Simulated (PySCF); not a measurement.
**ReH6: other functionals and bases at one geometry**

An exercise on one series of results from a longer session: the logs are not shown, and one member is left open.

The runs use PySCF 2.14.0; several levels, as the steps say, no spin–orbit coupling.

1 further run of the same task is left out (for a known fault of the program).

## Where the work starts

7 atoms, charge 0, spin multiplicity 2.

Bond lengths: Re1–H2 1.656 Å, Re1–H3 1.656 Å, Re1–H4 1.656 Å, Re1–H5 1.666 Å, Re1–H6 1.666 Å, Re1–H7 1.666 Å. Angles: H2–Re1–H3 65.0°, H2–Re1–H4 65.0°, H2–Re1–H5 72.2°, H2–Re1–H6 124.5°, H2–Re1–H7 124.5°, H3–Re1–H4 65.0°, H3–Re1–H5 124.5°, H3–Re1–H6 72.2°, H3–Re1–H7 124.5°, H4–Re1–H5 124.5°, H4–Re1–H6 124.5°, H4–Re1–H7 72.2°, H5–Re1–H6 108.3°, H5–Re1–H7 108.3°, H6–Re1–H7 108.3°.

As a file:

```xyz
7
charge 0, multiplicity 2
Re    0.0000    0.0000   -0.1447
H     1.0283    0.0000    1.1540
H    -0.5141    0.8905    1.1540
H    -0.5142   -0.8905    1.1540
H     1.5596    0.0000   -0.7307
H    -0.7798    1.3507   -0.7307
H    -0.7798   -1.3506   -0.7307
```

Formal oxidation states: Re +6. An earlier session relaxed this geometry at PBE, Re def2-SVP with ECP60, H def2-SVP (doublet, point group C3v).

At PBE on the finer grid: E = -81.775334 Eh, HOMO -4.47 eV, LUMO -4.23 eV (over both spins), ⟨S²⟩ = 0.752, Mulliken charge on Re1 +0.34 e, largest force component 0.006 eV/Å. 

Levels to run: TPSSh; CAM-B3LYP; HF; BLYP; PBE, TZVP; PBE, x2c-SVP. Hardware: 2 threads of Arm Neoverse V2, shared host.

The first run:

Input file run.py (the lines that set the calculation):

```python
mol = gto.M(atom='''
Re     0.00000     0.00000    -0.14470
H      1.02832    -0.00001     1.15396
H     -0.51415     0.89055     1.15396
H     -0.51417    -0.89054     1.15396
H      1.55959    -0.00002    -0.73071
H     -0.77978     1.35066    -0.73071
H     -0.77981    -1.35064    -0.73071''',
    basis={'Re': 'def2-SVP', 'H': 'def2-SVP'},
    ecp={'Re': 'def2-SVP'},
    charge=0, spin=1)
mf = dft.UKS(mol, xc='TPSSH')
mf.grids.atom_grid = (75, 302)
mf = mf.density_fit()  # fitting sets: Re def2-universal-JKFIT, H def2-universal-JKFIT
mf.conv_tol = 1e-08; mf.max_cycle = 55
mf.kernel(dm0)  # dm0: the density of the relaxed state
```

Command:

```console
$ OMP_NUM_THREADS=2 python run.py
```

Among the steps run: TPSSh; CAM-B3LYP; HF; BLYP; PBE, TZVP; PBE, x2c-SVP.

One table of the session follows, with a row left open; its other results are not shown here.

```
             level  HOMO (eV)  gap (eV)  dipole (D)  largest force component (eV/Å)
PBE (relaxed here)      -4.47      0.24        0.01                            0.01
             TPSSh      -5.10      1.20        0.13                            0.29
         CAM-B3LYP      -6.98      4.56        0.09                            0.65
                HF      -8.67      8.26        0.15                            1.41
              BLYP          ?         ?           ?                               ?
         PBE, TZVP      -4.51      0.24        0.04                            0.20
      PBE, x2c-SVP      -4.63      0.21        0.06                            0.46
```

Q: Estimate the row for BLYP from the others.

The run gave: HOMO (eV): -4.31; gap (eV): 0.18; dipole (D): 0.06; largest force component (eV/Å): 0.15. In the column «HOMO (eV)» it is the highest.

In one basis the HOMO–LUMO gap runs from 0.18 eV (BLYP) to 8.26 eV (HF). The largest leftover force, 1.41 eV/Å with HF, stands at a geometry relaxed at another level. Total energies of different levels can't be compared.
